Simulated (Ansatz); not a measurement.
# SnSiH5O (SMILES [SiH3][O][SnH2]), step by step, part 2 of 2

Ansatz 0.2.0. The steps go on from the part before.

## (6) Overview of the runs

```csv
run,level,broken bond,fragment atoms,partner,energy (Eh),wall time
1,"UB3LYP/def2-SVP (core potential, paw set gaussian, start density atoms)",–,–,base,-581.955533,64 s
2,"B3LYP/def2-SVP (core potential, paw set gaussian, start density atoms)",–,–,cation,-581.680478,39 s
3,"B3LYP/def2-SVP (core potential, paw set gaussian, start density atoms)",–,–,anion,-582.040770,66 s
4,"B3LYP/def2-SVP (core potential, paw set gaussian, start density atoms)","(4, 1)","(1, 2, 3, 5, 6, 7, 8)",fragment,-581.321888,71 s
5,"B3LYP/def2-SVP (core potential, paw set gaussian, start density atoms)","(2, 1)","(2, 3, 7, 8)",fragment,-290.645753,11 s
6,"UB3LYP/def2-SVP (paw set gaussian, start density atoms)","(2, 1)","(1, 4, 5, 6)",fragment,-291.158553,3.9 s
7,"B3LYP/def2-SVP (core potential, paw set gaussian, start density atoms)","(8, 3)","(1, 2, 3, 4, 5, 6, 7)",fragment,-581.394446,46 s
8,"UPBE/def2-TZVP (core potential, paw set gaussian, start density atoms)",–,–,base,-581.823392,6.3 s
9,"PBE/def2-TZVP (core potential, paw set gaussian, start density atoms)",–,–,cation,-581.551742,3.6 s
10,"PBE/def2-TZVP (core potential, paw set gaussian, start density atoms)",–,–,anion,-581.909333,3.6 s
11,"UPBE/def2-TZVP (paw set gaussian, start density atoms)","(4, 1)",(4),fragment,-0.499616,0.08 s
12,"PBE/def2-TZVP (core potential, paw set gaussian, start density atoms)","(4, 1)","(1, 2, 3, 5, 6, 7, 8)",fragment,-581.194687,3.6 s
13,"PBE/def2-TZVP (core potential, paw set gaussian, start density atoms)","(2, 1)","(2, 3, 7, 8)",fragment,-290.609572,1.3 s
14,"UPBE/def2-TZVP (paw set gaussian, start density atoms)","(2, 1)","(1, 4, 5, 6)",fragment,-291.076359,0.73 s
15,"UPBE/def2-TZVP (paw set gaussian, start density atoms)","(8, 3)",(8),fragment,-0.499616,0.08 s
16,"PBE/def2-TZVP (core potential, paw set gaussian, start density atoms)","(8, 3)","(1, 2, 3, 4, 5, 6, 7)",fragment,-581.264372,3.3 s
17,"UB3LYP/def2-TZVP (core potential, paw set gaussian, start density atoms)",–,–,base,-582.172109,8.1 s
18,"B3LYP/def2-TZVP (core potential, paw set gaussian, start density atoms)",–,–,cation,-581.895274,4.8 s
19,"B3LYP/def2-TZVP (core potential, paw set gaussian, start density atoms)",–,–,anion,-582.262024,4.5 s
20,"UB3LYP/def2-TZVP (paw set gaussian, start density atoms)","(4, 1)",(4),fragment,-0.502154,0.08 s
21,"B3LYP/def2-TZVP (core potential, paw set gaussian, start density atoms)","(4, 1)","(1, 2, 3, 5, 6, 7, 8)",fragment,-581.534726,4.2 s
22,"B3LYP/def2-TZVP (core potential, paw set gaussian, start density atoms)","(2, 1)","(2, 3, 7, 8)",fragment,-290.761294,1.4 s
23,"UB3LYP/def2-TZVP (paw set gaussian, start density atoms)","(2, 1)","(1, 4, 5, 6)",fragment,-291.262440,0.85 s
24,"UB3LYP/def2-TZVP (paw set gaussian, start density atoms)","(8, 3)",(8),fragment,-0.502154,0.08 s
25,"B3LYP/def2-TZVP (core potential, paw set gaussian, start density atoms)","(8, 3)","(1, 2, 3, 4, 5, 6, 7)",fragment,-581.609188,4.5 s
26,"UHF/def2-TZVP (core potential, paw set gaussian, start density atoms)",–,–,base,-580.123473,4.5 s
27,"HF/def2-TZVP (core potential, paw set gaussian, start density atoms)",–,–,cation,-579.863829,1.5 s
28,"HF/def2-TZVP (core potential, paw set gaussian, start density atoms)",–,–,anion,-580.171498,1.5 s
29,"UHF/def2-TZVP (paw set gaussian, start density atoms)","(4, 1)",(4),fragment,-0.499810,0.04 s
30,"HF/def2-TZVP (core potential, paw set gaussian, start density atoms)","(4, 1)","(1, 2, 3, 5, 6, 7, 8)",fragment,-579.484108,1.5 s
31,"HF/def2-TZVP (core potential, paw set gaussian, start density atoms)","(2, 1)","(2, 3, 7, 8)",fragment,-289.313294,0.58 s
32,"UHF/def2-TZVP (paw set gaussian, start density atoms)","(2, 1)","(1, 4, 5, 6)",fragment,-290.636578,0.18 s
33,"UHF/def2-TZVP (paw set gaussian, start density atoms)","(8, 3)",(8),fragment,-0.499810,0.04 s
34,"HF/def2-TZVP (core potential, paw set gaussian, start density atoms)","(8, 3)","(1, 2, 3, 4, 5, 6, 7)",fragment,-579.568165,1.3 s
35,"UMP2/def2-TZVP (core potential, paw set gaussian, start density atoms)",–,–,base,-580.781641,6.3 s
36,"MP2/def2-TZVP (core potential, paw set gaussian, start density atoms)",–,–,cation,-580.513772,3.9 s
37,"MP2/def2-TZVP (core potential, paw set gaussian, start density atoms)",–,–,anion,-580.863630,4.2 s
38,"UHF/def2-TZVP (paw set gaussian, start density atoms)","(4, 1)",(4),fragment,-0.499810,0.04 s
39,"MP2/def2-TZVP (core potential, paw set gaussian, start density atoms)","(4, 1)","(1, 2, 3, 5, 6, 7, 8)",fragment,-580.150487,4.2 s
40,"MP2/def2-TZVP (core potential, paw set gaussian, start density atoms)","(2, 1)","(2, 3, 7, 8)",fragment,-289.890497,1.5 s
41,"UMP2/def2-TZVP (paw set gaussian, start density atoms)","(2, 1)","(1, 4, 5, 6)",fragment,-290.743737,0.24 s
42,"UHF/def2-TZVP (paw set gaussian, start density atoms)","(8, 3)",(8),fragment,-0.499810,0.04 s
43,"MP2/def2-TZVP (core potential, paw set gaussian, start density atoms)","(8, 3)","(1, 2, 3, 4, 5, 6, 7)",fragment,-580.229009,3.6 s
44,"U-wB97M-V/def2-TZVP (core potential, paw set gaussian, start density atoms)",–,–,base,-581.961997,31 s
45,"wB97M-V/def2-TZVP (core potential, paw set gaussian, start density atoms)",–,–,cation,-581.688414,17 s
46,"wB97M-V/def2-TZVP (core potential, paw set gaussian, start density atoms)",–,–,anion,-582.047743,19 s
47,"U-wB97M-V/def2-TZVP (paw set gaussian, start density atoms)","(4, 1)",(4),fragment,-0.494111,0.2 s
48,"wB97M-V/def2-TZVP (core potential, paw set gaussian, start density atoms)","(4, 1)","(1, 2, 3, 5, 6, 7, 8)",fragment,-581.327675,17 s
49,"wB97M-V/def2-TZVP (core potential, paw set gaussian, start density atoms)","(2, 1)","(2, 3, 7, 8)",fragment,-290.604016,5.7 s
50,"U-wB97M-V/def2-TZVP (paw set gaussian, start density atoms)","(2, 1)","(1, 4, 5, 6)",fragment,-291.196246,3.3 s
51,"U-wB97M-V/def2-TZVP (paw set gaussian, start density atoms)","(8, 3)",(8),fragment,-0.494111,0.2 s
52,"wB97M-V/def2-TZVP (core potential, paw set gaussian, start density atoms)","(8, 3)","(1, 2, 3, 4, 5, 6, 7)",fragment,-581.403890,16 s
53,"U-r2SCAN/def2-TZVP (core potential, paw set gaussian, start density atoms)",–,–,base,-582.085299,14 s
54,"r2SCAN/def2-TZVP (core potential, paw set gaussian, start density atoms)",–,–,cation,-581.807406,6.9 s
55,"r2SCAN/def2-TZVP (core potential, paw set gaussian, start density atoms)",–,–,anion,-582.169401,6.3 s
56,"U-r2SCAN/def2-TZVP (paw set gaussian, start density atoms)","(4, 1)",(4),fragment,-0.499927,0.32 s
57,"r2SCAN/def2-TZVP (core potential, paw set gaussian, start density atoms)","(4, 1)","(1, 2, 3, 5, 6, 7, 8)",fragment,-581.444657,7.5 s
58,"r2SCAN/def2-TZVP (core potential, paw set gaussian, start density atoms)","(2, 1)","(2, 3, 7, 8)",fragment,-290.728251,2.7 s
59,"U-r2SCAN/def2-TZVP (paw set gaussian, start density atoms)","(2, 1)","(1, 4, 5, 6)",fragment,-291.206635,1.8 s
60,"U-r2SCAN/def2-TZVP (paw set gaussian, start density atoms)","(8, 3)",(8),fragment,-0.499927,0.32 s
61,"r2SCAN/def2-TZVP (core potential, paw set gaussian, start density atoms)","(8, 3)","(1, 2, 3, 4, 5, 6, 7)",fragment,-581.518421,6.6 s
62,"UPBE0-D4/def2-TZVP (core potential, paw set gaussian, start density atoms)",–,–,base,-581.868687,9.3 s
63,"PBE0-D4/def2-TZVP (core potential, paw set gaussian, start density atoms)",–,–,cation,-581.593543,3.9 s
64,"PBE0-D4/def2-TZVP (core potential, paw set gaussian, start density atoms)",–,–,anion,-581.953561,4.2 s
65,"UPBE0-D4/def2-TZVP (paw set gaussian, start density atoms)","(4, 1)",(4),fragment,-0.501036,0.08 s
66,"PBE0-D4/def2-TZVP (core potential, paw set gaussian, start density atoms)","(4, 1)","(1, 2, 3, 5, 6, 7, 8)",fragment,-581.227941,4.2 s
67,"PBE0-D4/def2-TZVP (core potential, paw set gaussian, start density atoms)","(2, 1)","(2, 3, 7, 8)",fragment,-290.605245,1.4 s
68,"UPBE0-D4/def2-TZVP (paw set gaussian, start density atoms)","(2, 1)","(1, 4, 5, 6)",fragment,-291.109701,0.79 s
69,"UPBE0-D4/def2-TZVP (paw set gaussian, start density atoms)","(8, 3)",(8),fragment,-0.501036,0.08 s
70,"PBE0-D4/def2-TZVP (core potential, paw set gaussian, start density atoms)","(8, 3)","(1, 2, 3, 4, 5, 6, 7)",fragment,-581.304434,3.9 s
71,"USVWN5/def2-TZVP (core potential, paw set gaussian, start density atoms)",–,–,base,-579.997617,3.3 s
72,"SVWN5/def2-TZVP (core potential, paw set gaussian, start density atoms)",–,–,cation,-579.723738,2 s
73,"SVWN5/def2-TZVP (core potential, paw set gaussian, start density atoms)",–,–,anion,-580.088411,1.8 s
74,"USVWN5/def2-TZVP (paw set gaussian, start density atoms)","(4, 1)",(4),fragment,-0.478344,0.06 s
75,"SVWN5/def2-TZVP (core potential, paw set gaussian, start density atoms)","(4, 1)","(1, 2, 3, 5, 6, 7, 8)",fragment,-579.379251,2.2 s
76,"SVWN5/def2-TZVP (core potential, paw set gaussian, start density atoms)","(2, 1)","(2, 3, 7, 8)",fragment,-289.808434,0.81 s
77,"USVWN5/def2-TZVP (paw set gaussian, start density atoms)","(2, 1)","(1, 4, 5, 6)",fragment,-290.035615,0.42 s
78,"USVWN5/def2-TZVP (paw set gaussian, start density atoms)","(8, 3)",(8),fragment,-0.478344,0.06 s
79,"SVWN5/def2-TZVP (core potential, paw set gaussian, start density atoms)","(8, 3)","(1, 2, 3, 4, 5, 6, 7)",fragment,-579.447512,1.9 s
```

## (7) Summary of results

This closing draws on all 2 parts.

```
                                                                                                                                             quantity          value
                                                                                                                        SnSiH4O, run 79: total energy  -579.44751 Eh
                              adiabatic electron affinity (to the singlet anion, shapes relaxed at B3LYP/def2-SVP, no zero-point term), UHF/def2-TZVP       1.307 eV
                           adiabatic electron affinity (to the singlet anion, shapes relaxed at B3LYP/def2-SVP, no zero-point term), USVWN5/def2-TZVP       2.471 eV
     dissociation energy of the O2–Si1 bond into singlet SnH2O and doublet SiH3 (shapes relaxed at B3LYP/def2-SVP, no zero-point term), UHF/def2-TZVP       4.724 eV
dissociation energy of the O2–Si1 bond into singlet SnH2O and doublet SiH3 (shapes relaxed at B3LYP/def2-SVP, no zero-point term), U-r2SCAN/def2-TZVP       4.093 eV
  dissociation energy of the O2–Si1 bond into singlet SnH2O and doublet SiH3 (shapes relaxed at B3LYP/def2-SVP, no zero-point term), USVWN5/def2-TZVP       4.179 eV
                                                             adiabatic ionisation energy (to the singlet cation, no zero-point term), UB3LYP/def2-SVP       7.485 eV
                            adiabatic ionisation energy (to the singlet cation, shapes relaxed at B3LYP/def2-SVP, no zero-point term), UPBE/def2-TZVP       7.392 eV
                            adiabatic ionisation energy (to the singlet cation, shapes relaxed at B3LYP/def2-SVP, no zero-point term), UMP2/def2-TZVP       7.289 eV
```

In words: At UHF/def2-TZVP: the adiabatic electron affinity (to the singlet anion, shapes relaxed at B3LYP/def2-SVP, no zero-point term) is 1.31 eV (126 kJ/mol). At USVWN5/def2-TZVP: the adiabatic electron affinity (to the singlet anion, shapes relaxed at B3LYP/def2-SVP, no zero-point term) is 2.47 eV (57 kcal/mol). At UHF/def2-TZVP: the dissociation energy of the O2–Si1 bond into singlet SnH2O and doublet SiH3 (shapes relaxed at B3LYP/def2-SVP, no zero-point term) is 4.72 eV (109 kcal/mol). At U-r2SCAN/def2-TZVP: the dissociation energy of the O2–Si1 bond into singlet SnH2O and doublet SiH3 (shapes relaxed at B3LYP/def2-SVP, no zero-point term) is 4.09 eV (395 kJ/mol). At USVWN5/def2-TZVP: the dissociation energy of the O2–Si1 bond into singlet SnH2O and doublet SiH3 (shapes relaxed at B3LYP/def2-SVP, no zero-point term) is 4.18 eV (96 kcal/mol). At UB3LYP/def2-SVP: the adiabatic ionisation energy (to the singlet cation, no zero-point term) is 7.48 eV (722 kJ/mol). Totals of different functionals can't be ranked against each other. In run 40 the log says that unrestricted orbitals would lower the reference, so the values rest on an unstable closed-shell determinant (other closed-shell runs at this shape may share the fault). All runs together took 9.7 min, the longest 71 s.
